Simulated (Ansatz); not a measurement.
# CH4B2Cl: the cost of one run

All numbers below are computed with Ansatz 0.2.0 (RKS r2SCAN-D4/def2-SVPD).

### Step 1. The structure to begin with

Bond lengths: B1–B2 1.623 Å, B2–C3 1.445 Å, B2–Cl4 1.907 Å, B1–H5 1.192 Å, B1–H6 1.194 Å, C3–H7 1.089 Å, C3–H8 1.089 Å. Angles: B1–B2–C3 127.9°, B1–B2–Cl4 118.6°, C3–B2–Cl4 113.5°, B2–B1–H5 126.5°, B2–B1–H6 121.3°, H5–B1–H6 112.2°, B2–C3–H7 122.2°, B2–C3–H8 126.4°, H7–C3–H8 111.4°.

Structure file:

```xyz
8

B    -0.3250    1.3739   -0.2193
B    -0.1248   -0.2329   -0.3310
C     0.4878   -1.1206    0.6307
Cl   -0.7543   -1.1243   -1.8954
H    -0.8290    2.0842   -1.0338
H     0.0403    1.9786    0.7439
H     0.8935   -0.7613    1.5753
H     0.6115   -2.1976    0.5296
```

### Step 2. End point A

input.yaml reads:

```yaml
crystal:
  periodic: [false, false, false]
  atoms:
    - { symbol: B, position_ang: [-0.32499, 1.37394, -0.21925] }
    - { symbol: B, position_ang: [-0.12481, -0.23291, -0.33098] }
    - { symbol: C, position_ang: [0.48776, -1.12059, 0.63073] }
    - { symbol: Cl, position_ang: [-0.7543, -1.12431, -1.89543] }
    - { symbol: H, position_ang: [-0.82897, 2.08423, -1.03383] }
    - { symbol: H, position_ang: [0.04028, 1.97858, 0.74393] }
    - { symbol: H, position_ang: [0.89349, -0.76134, 1.57527] }
    - { symbol: H, position_ang: [0.61153, -2.1976, 0.52956] }
total_charge: -1
basis:
  gaussian: { orbitals: def2-SVPD }
hamiltonian:
  xc: r2scan
  dispersion: d4
relax:
  f_tol: 0.015
  max_steps: 40
```

The run is started by

```console
$ ansatz run input.yaml --threads 2 --pin off --max-ram 3072MiB --backend cpu --events-out ev --progress --plain --runs-dir out
```

Q: Estimate wall time and peak memory on 2 threads of Intel Xeon 6975P-C (Granite Rapids), shared host.

About 11 s, with a peak of 0.17 GiB.
